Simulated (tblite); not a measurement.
# C5H8F4O: the cost of one run

The runs use tblite 0.8.0 and PySCF 2.14.0, with density-fitted response routines of our own; the level of theory stands in each step. All values are computed, except where a source is named. Atoms count from 0, in the outputs and in this text.

## (1) The molecule as given

18 atoms, charge 0, multiplicity 1; geometry from: force field or distance geometry start.

Bonds of the start (Å): C0–C1 1.49, C1–O2 1.41, O2–C3 1.37, C3–F4 1.39, C3–C5 1.47, C5–C6 1.50, C6–F7 1.41, C6–F8 1.38, C6–F9 1.38, C0–H10 1.14, C0–H11 1.09, C0–H12 1.13, C1–H13 1.12, C1–H14 1.11, C3–H15 1.15, C5–H16 1.13, C5–H17 1.13.

## (2) Geometry optimisation with GFN2-xTB

Job settings and geometry (Å):

```
{"job": {"kind": "relax", "xc": "GFN2-xTB", "basis": "xTB"}, "charge": 0, "multiplicity": 1}
C     -2.556000     0.881100    -0.453100
C     -1.451100     0.094500     0.163700
O     -0.554200    -0.470300    -0.764000
C      0.372000    -1.135700    -0.008900
F      0.218800    -2.501000    -0.204200
C      1.774900    -0.714400    -0.135600
C      2.101400     0.703700     0.210800
F      3.484300     0.867300     0.014900
F      1.902000     0.993700     1.546700
F      1.496400     1.617900    -0.621500
H     -3.295700     0.116700    -0.854900
H     -2.243500     1.557800    -1.251000
H     -3.115500     1.375100     0.391200
H     -1.900800    -0.780600     0.706500
H     -0.837900     0.747900     0.818700
H      0.060100    -0.982800     1.086600
H      2.414000    -1.383000     0.517900
H      2.121900    -0.981600    -1.175500
```

Command:

```bash
$ OMP_NUM_THREADS=1 python probes_run.py task.json out
```

This one command runs all jobs of the session in turn.

**Question.** How long does this first job take on 1 thread of Intel Xeon at 2.50GHz, shared host, and how much memory does it need?

About 2.1 s, with a peak of 0.18 GiB.
